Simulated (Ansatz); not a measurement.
# CH4BGaO2 (SMILES [OH][Ga]1[BH]O[CH2]1) at revPBE/6-31G(d) (spherical functions)

Aim: the energy change on altering one bond length of CH4BGaO2 at revPBE/6-31G* (spherical functions), from 2 runs. 

The calculation is run with Ansatz 0.2.0.

95 further runs of the same task are left out: 95 set aside as unsound or not needed. Runs told in other sessions of the task aren't counted.

## 1. The system as given

CH4BGaO2 has 9 atoms, charge 0, and is taken as a singlet. SMILES: `[OH][Ga]1[BH]O[CH2]1`. Geometry: relaxed at PBE0-D4/def2-TZVP. This is one conformer, not always the lowest.

Bond lengths: O1–Ga2 1.783 Å, Ga2–B3 2.109 Å, B3–O4 1.344 Å, Ga2–C5 2.048 Å, O4–C5 1.464 Å, O1–H6 0.960 Å, B3–H7 1.194 Å, C5–H8 1.092 Å, C5–H9 1.092 Å. Some angles: O1–Ga2–B3 155.6°, O1–Ga2–C5 135.3°, B3–Ga2–C5 69.1°, Ga2–B3–O4 88.8°, B3–O4–C5 114.1°, Ga2–C5–O4 88.1°, Ga2–O1–H6 114.5°, Ga2–B3–H7 149.7°, O4–B3–H7 121.5°, Ga2–C5–H8 120.2°.

## 2. The energy at revPBE/6-31G(d) (spherical functions)

The input, in.yaml:

```yaml
crystal:
  periodic: [false, false, false]
  atoms:
    - {symbol: O, position_ang: [-0.140900, 2.668400, -0.180000]}
    - {symbol: Ga, position_ang: [0.206000, 0.920500, -0.222600]}
    - {symbol: B, position_ang: [1.299500, -0.808200, -0.735000]}
    - {symbol: O, position_ang: [0.383300, -1.546100, -0.084800]}
    - {symbol: C, position_ang: [-0.698300, -0.762500, 0.515200]}
    - {symbol: H, position_ang: [-0.939100, 2.905000, 0.298100]}
    - {symbol: H, position_ang: [2.237800, -1.312200, -1.273600]}
    - {symbol: H, position_ang: [-0.704200, -0.956900, 1.589800]}
    - {symbol: H, position_ang: [-1.644100, -1.108100, 0.092800]}
basis:
  gaussian: {orbitals: 6-31G_st_-spherical.json}
accuracy: high
output: {orbitals: {seedname: orbitals}}
hamiltonian: {xc: {name: revPBE}}
```

The basis set 6-31G* is read from a file made from the Basis Set Exchange's data (not shown).

Started as:

```
$ ansatz run in.yaml --threads 1 --pin off --max-ram 2610MiB --events-out events.jsonl --progress --plain --runs-dir runs
```

Output:

```text
Warning: RAYON_NUM_THREADS=1 ignored (pool sized by the plan → 1); use --threads N
Functional definition: revPBE
  name "revPBE"
  parameter kappa = 1.245
  parameter beta = 0.06672455060314922
  exchange = pbe_x(kappa = kappa, mu = beta*pi^2/3)
  correlation = pbe_c(beta = beta)
2182 factors; integrals over basis functions are off by at most 8.8e-9 eV
mean field evaluation 1: about -58225.7895 eV, gradient 7.7e1 eV
mean field evaluation 2: about -58156.5362 eV, gradient 1.9e2 eV
mean field evaluation 4: about -58236.7070 eV, gradient 1.6e1 eV
mean field evaluation 8: about -58237.2906 eV, gradient 9.0e-1 eV
mean field evaluation 16: about -58237.2819 eV, gradient 1.6e-4 eV
mean field -58237.28191342 eV, -2140.1806356706 hartree, gradient 6.1e-8 eV, S^2 0.000000; 0 other end points of the search recorded, 0 dependent functions left out
reference -58237.28191939 eV, -2140.1806358901 hartree; 31, 31 occupied and 65, 65 virtual orbitals, 2182 factors
Total energy: -58237.28191939 eV, -2140.1806358901 hartree
```

Wall time 10 s (1 thread of Arm Neoverse V1, shared host); peak memory 0.26 GiB.

## 3. The distorted shape

The input, molecule.yaml:

```yaml
crystal:
  periodic: [false, false, false]
  atoms:
    - {symbol: O, position_ang: [0.332039, 2.841214, 0.031217]}
    - {symbol: Ga, position_ang: [0.678939, 1.093314, -0.011383]}
    - {symbol: B, position_ang: [1.772439, -0.635386, -0.523783]}
    - {symbol: O, position_ang: [0.856239, -1.373286, 0.126417]}
    - {symbol: C, position_ang: [-0.225361, -0.589686, 0.726417]}
    - {symbol: H, position_ang: [-0.466161, 3.077814, 0.509317]}
    - {symbol: H, position_ang: [2.710739, -1.139386, -1.062383]}
    - {symbol: H, position_ang: [-0.231261, -0.784086, 1.801017]}
    - {symbol: H, position_ang: [-1.644100, -1.108100, 0.092800]}
basis:
  gaussian:
    orbitals: 6-31G_st_-spherical.json
hamiltonian:
  xc: {name: revPBE}
accuracy: high
output: {orbitals: {seedname: orbitals}}
```

The basis set 6-31G* is read from a file made from the Basis Set Exchange's data (not shown).

Started as:

```
$ ansatz run molecule.yaml --threads 1 --pin off --max-ram 2610MiB --events-out events.jsonl --progress --plain --runs-dir runs
```

Output:

```text
Warning: RAYON_NUM_THREADS=1 ignored (pool sized by the plan → 1); use --threads N
[... 6 set-up lines as earlier in the session ...]
2192 factors; integrals over basis functions are off by at most 5.0e-9 eV
mean field evaluation 1: about -58224.0061 eV, gradient 7.7e1 eV
mean field evaluation 2: about -58149.1433 eV, gradient 1.9e2 eV
mean field evaluation 4: about -58234.1464 eV, gradient 2.2e1 eV
mean field evaluation 8: about -58235.5050 eV, gradient 3.4e-1 eV
mean field evaluation 16: about -58235.4940 eV, gradient 2.0e-4 eV
mean field -58235.49399943 eV, -2140.1149310434 hartree, gradient 3.4e-8 eV, S^2 0.000000; 0 other end points of the search recorded, 0 dependent functions left out
reference -58235.49400539 eV, -2140.1149312626 hartree; 31, 31 occupied and 65, 65 virtual orbitals, 2192 factors
Total energy: -58235.49400539 eV, -2140.1149312626 hartree
```

It took 11 s on 1 thread of Arm Neoverse V1, shared host; peak memory 0.26 GiB.

## 4. Summary of results

At revPBE/6-31G* (spherical functions):

| quantity | value |
| --- | --- |
| first shape: total energy | -2140.18064 Eh |
| first shape: HOMO energy | -5.53 eV |
| first shape: LUMO energy | -2.33 eV |
| first shape: HOMO–LUMO gap | 3.21 eV |
| distorted shape: total energy | -2140.11493 Eh |
| distorted shape: HOMO energy | -5.69 eV |
| distorted shape: LUMO energy | -2.47 eV |
| distorted shape: HOMO–LUMO gap | 3.23 eV |
| energy change with the C5–H9 bond stretched from 1.092 to 1.638 Å | 1.788 eV |

With the C5–H9 bond stretched from 1.092 to 1.638 Å the energy rises by 1.79 eV (173 kJ/mol). The first shape isn't relaxed at this level, so the change isn't measured from a minimum.
